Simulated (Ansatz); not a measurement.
GaGe under changes of volume

One of the cells (24.335 Å³/atom); the others are scaled copies at fixed shape and fractional positions:

```xyz
2
Lattice="0.0000 2.8978 2.8978 2.8978 0.0000 2.8978 2.8978 2.8978 0.0000" Properties=species:S:1:pos:R:3 pbc="T T T"
Ge    0.0000    0.0000    0.0000
Ga    1.4489    1.4489    1.4489
```

The cell comes from a database or a generator and needn't be the stable form of this composition.

- Program: Ansatz 0.2.0
- Functional: PBE0
- Potentials or basis: Ansatz PAW
- Cutoff: 420 eV (not typed: the program's choice for these potentials)
- k mesh: 4 × 4 × 4
- Occupations: fermi-dirac, width 0.05 eV
- Spin: no spin polarisation

```tsv
volume (Å³/atom)	energy over the lowest point (meV/atom)	pressure (GPa)
22.875	2.83	1.6
23.361	0.00	0.3
23.848	1.08	-0.9
24.335	5.56	-2.0
24.821	13.18	-3.0
25.308	?	?
25.795	36.21	-4.6
```

Problem. What does the run at 25.308 Å³/atom give?

Solution. Energy over the lowest point 23.48 meV/atom; pressure -3.8 GPa.

Worked out: A Birch-Murnaghan fit of order 3 (a polynomial in V^(-2/3)) to the other rows has its minimum at 23.46 Å³/atom with B0 = V·E''(V) = 60 GPa and B' = 4.8. It gives 23.48 meV/atom at 25.308 Å³/atom, against the run's 23.48, and -dE/dV = -3.8 GPa, against -3.8.

Energies are extrapolated to zero smearing.

Caveats: all runs use coarse meshes; the PAW data sets come from PBE, with cores solved anew for the run's functional, which leaves a small shift of forces and pressure; the thresholds are loose for stress.
